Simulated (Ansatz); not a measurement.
# C2H6AlI: the cost of one run

Program: Ansatz 0.2.0, Gaussian basis. Level of theory: functionals in def2-TZVPP, the program's frozen cores in correlated methods. These are calculated values, not measurements.

Levels to be run: PBE-D4, r2SCAN-D4, PBE0-D4, B3LYP-D4, ωB97X-V, ωB97M-V, B2PLYP; CCSD(T)/def2-TZVPP; MP2/def2-QZVPP; extrapolation to the limit.

### 1 Structure used throughout

An earlier PBE0-D4 in a triple-zeta def2 set relaxation fixed the geometry. I takes the def2 core potential; no spin-orbit term is included.

SMILES `[AlH2][CH2]CI`, 10 atoms, charge 0, spin multiplicity 1.

Atoms are counted from 1 here; the program's logs count them from 0.

Bond lengths: Al1–C2 1.972 Å, Al1–H5 1.588 Å, Al1–H6 1.587 Å, C2–C3 1.500 Å, C2–H7 1.097 Å, C2–H8 1.097 Å, C3–I4 2.175 Å, C3–H9 1.088 Å, C3–H10 1.088 Å. Angles: C2–Al1–H5 120.3°, C2–Al1–H6 118.8°, H5–Al1–H6 121.0°, Al1–C2–C3 114.4°, Al1–C2–H7 107.4°, Al1–C2–H8 107.4°, C3–C2–H7 111.1°, C3–C2–H8 111.1°, H7–C2–H8 105.0°, C2–C3–I4 113.7°, C2–C3–H9 113.4°, C2–C3–H10 113.4°, I4–C3–H9 103.3°, I4–C3–H10 103.3°, H9–C3–H10 108.7°.

As a file:

```
Al   -0.4916    1.7091    0.1257
C    -0.2441   -0.2089    0.5101
C     0.5535   -0.9493   -0.5218
I     0.8103   -3.0631   -0.0764
H     0.1283    2.3483   -1.1895
H    -1.3176    2.5930    1.1522
H     0.2217   -0.2876    1.4999
H    -1.2412   -0.6502    0.6289
H     0.0888   -0.9548   -1.5056
H     1.5749   -0.5877   -0.6205
```

### 2 PBE-D4 (GGA)

Input file in.yaml:

```yaml
crystal:
  periodic: [false, false, false]
  atoms:
    - {symbol: Al, position_ang: [-0.491551, 1.709122, 0.125693]}
    - {symbol: C, position_ang: [-0.244133, -0.208908, 0.510083]}
    - {symbol: C, position_ang: [0.553482, -0.949318, -0.521834]}
    - {symbol: I, position_ang: [0.810346, -3.063079, -0.076427]}
    - {symbol: H, position_ang: [0.128262, 2.348326, -1.189523]}
    - {symbol: H, position_ang: [-1.317575, 2.593021, 1.152199]}
    - {symbol: H, position_ang: [0.221747, -0.287578, 1.499925]}
    - {symbol: H, position_ang: [-1.241224, -0.650231, 0.628933]}
    - {symbol: H, position_ang: [0.088823, -0.954820, -1.505646]}
    - {symbol: H, position_ang: [1.574923, -0.587735, -0.620504]}
basis:
  gaussian: {orbitals: def2-TZVPP}
hamiltonian: {xc: pbe, dispersion: d4}
output: {forces: true, orbitals: {seedname: orbitals}}
```

Run with:

```sh
> ansatz run in.yaml --threads 4 --pin off --events-out ev --progress --plain --max-ram 10444MiB
```

Q: Estimate wall time and peak memory on 4 threads of Arm Neoverse V1, shared host.

About 3.2 s, with a peak of 0.31 GiB.
